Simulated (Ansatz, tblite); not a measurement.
**Sn(GeH3)H3 (SnGeH₆): rung by rung**

How do method and basis change the picture of Sn(GeH3)H3 (SnGeH₆) (singlet)?

Program: Ansatz 0.2.0, Gaussian basis. Level of theory: as each input shows. These are calculated values, not measurements.

The runs, in order: GFN1-xTB, GFN2-xTB, PBE-D4/def2-TZVP, r2SCAN-D4/def2-TZVP, ωB97X-V/def2-TZVP, HSE06-D4/def2-TZVP, r2SCAN0-D4/def2-TZVP, B97M-V/def2-TZVP, BHLYP-D4/def2-TZVP, B3LYP-D4/def2-TZVP, revPBE-D4/def2-TZVP, ωB97M-V/def2-TZVP, LC-ωPBE/def2-TZVP, r2SCANh-D4/def2-TZVP, CAM-B3LYP-D4/def2-TZVP, LDA/def2-TZVP, PBE-QIDH/def2-TZVP, HF/def2-TZVP, B2PLYP/def2-TZVP, BLYP-D4/def2-TZVP, PBE-D4/def2-SVP, PBE0-D4/def2-SVP, PBE0-D4/def2-QZVPP, CCSD(T)/def2-TZVPP, MP2/def2-TZVP, RPA/def2-TZVP, MP2/def2-QZVPP.

3 further runs of the same task are left out: 1 for a known fault of the program, 2 set aside as unsound or not needed.

**1. The structure**

The singlet was relaxed beforehand with r2SCAN-D4/def2-TZVP.

8 atoms, charge 0, spin multiplicity 1.

Bond lengths: Sn1–Ge2 2.592 Å, Sn1–H6 1.707 Å, Sn1–H7 1.707 Å, Sn1–H8 1.707 Å, Ge2–H3 1.534 Å, Ge2–H4 1.534 Å, Ge2–H5 1.534 Å. Angles: Ge2–Sn1–H6 110.6°, Ge2–Sn1–H7 110.5°, Ge2–Sn1–H8 110.6°, H6–Sn1–H7 108.3°, H6–Sn1–H8 108.3°, H7–Sn1–H8 108.3°, Sn1–Ge2–H3 110.8°, Sn1–Ge2–H4 110.5°, Sn1–Ge2–H5 110.7°, H3–Ge2–H4 108.2°, H3–Ge2–H5 108.3°, H4–Ge2–H5 108.2°.

Sn takes a core potential in the def2 sets. No spin-orbit coupling is included.

PBE0-D4/def2-TZVP was run before; its log isn't repeated, and its numbers join the tables.

**2. GFN1-xTB**

Tight binding, by tblite at 300 K electronic temperature and without a spin-polarisation term:

```python
tblite.interface.Calculator('GFN1-xTB', numbers, positions, charge=0, uhf=0).singlepoint()
```

Energy -201.1161 eV, HOMO -11.74 eV, LUMO -6.50 eV; 0.064 s.

**3. GFN2-xTB**

Tight binding, by tblite at 300 K electronic temperature and without a spin-polarisation term:

```python
tblite.interface.Calculator('GFN2-xTB', numbers, positions, charge=0, uhf=0).singlepoint()
```

Energy -192.1821 eV, HOMO -11.06 eV, LUMO -5.55 eV; 0.04 s.

**4. PBE-D4/def2-TZVP**

start.molden holds the orbitals of an earlier run on this state, given as this run's starting guess.

in.yaml

```yaml
crystal:
  periodic: [false, false, false]
  atoms:
    - {symbol: Sn, position_ang: [-0.003740, 0.007111, -1.273839]}
    - {symbol: Ge, position_ang: [0.003949, -0.006741, 1.317639]}
    - {symbol: H, position_ang: [0.824037, 1.168303, 1.866620]}
    - {symbol: H, position_ang: [0.617257, -1.309583, 1.847368]}
    - {symbol: H, position_ang: [-1.425341, 0.107954, 1.863859]}
    - {symbol: H, position_ang: [1.591890, -0.022325, -1.878492]}
    - {symbol: H, position_ang: [-0.775137, 1.410908, -1.862713]}
    - {symbol: H, position_ang: [-0.832925, -1.355638, -1.880442]}
basis:
  gaussian: {orbitals: def2-TZVP, initial_orbitals: start.molden}
hamiltonian: {xc: pbe, dispersion: d4}
scf: {omitted_lower_state_checks: [starts]}
output: {orbitals: {seedname: orbitals}}
```

On the command line:

```sh
$ ansatz run in.yaml --threads 2 --pin off --events-out ev --progress --plain --max-ram 4352MiB
```

Further steps of the session: r2SCAN-D4/def2-TZVP; ωB97X-V/def2-TZVP; HSE06-D4/def2-TZVP; r2SCAN0-D4/def2-TZVP; B97M-V/def2-TZVP; BHLYP-D4/def2-TZVP; B3LYP-D4/def2-TZVP; revPBE-D4/def2-TZVP; ωB97M-V/def2-TZVP; LC-ωPBE/def2-TZVP; r2SCANh-D4/def2-TZVP; CAM-B3LYP-D4/def2-TZVP; LDA/def2-TZVP; PBE-QIDH/def2-TZVP; HF/def2-TZVP; B2PLYP/def2-TZVP; BLYP-D4/def2-TZVP; PBE-D4/def2-SVP; PBE0-D4/def2-SVP; PBE0-D4/def2-QZVPP; CCSD(T)/def2-TZVPP; MP2/def2-TZVP; RPA/def2-TZVP; MP2/def2-QZVPP.

Q: Predict the results of all the runs planned. Wanted: gap in def2-TZVP, named functionals and Hartree-Fock, smallest and largest; correlation energy, CCSD(T)/def2-TZVPP; correlation energy, MP2/def2-TZVP; correlation energy, MP2/def2-QZVPP; binding an atom, CCSD(T)/def2-TZVPP; PBE0 total energy, smallest basis above largest.

The runs gave:

```
                                                                  quantity                             value
gap in def2-TZVP, named functionals and Hartree-Fock, smallest and largest  5.80 eV (BLYP-D4), 12.77 eV (HF)
                                    correlation energy, CCSD(T)/def2-TZVPP                         -17.77 eV
                                         correlation energy, MP2/def2-TZVP                         -16.00 eV
                                        correlation energy, MP2/def2-QZVPP                         -29.55 eV
                                       binding an atom, CCSD(T)/def2-TZVPP                          2.452 eV
                           PBE0 total energy, smallest basis above largest    8.72 eV (def2-SVP, def2-QZVPP)
```

In words: Orbital gaps of the named functionals and Hartree-Fock in def2-TZVP span 5.80 eV (BLYP-D4) to 12.77 eV (HF); exact exchange widens it. The functionals in def2-TZVP miss CCSD(T)/def2-TZVPP by -0.093 (revPBE-D4) to +0.296 eV (LDA) an atom. CCSD(T)/def2-TZVPP isn't at the basis-set limit; small misses against it rank nothing.
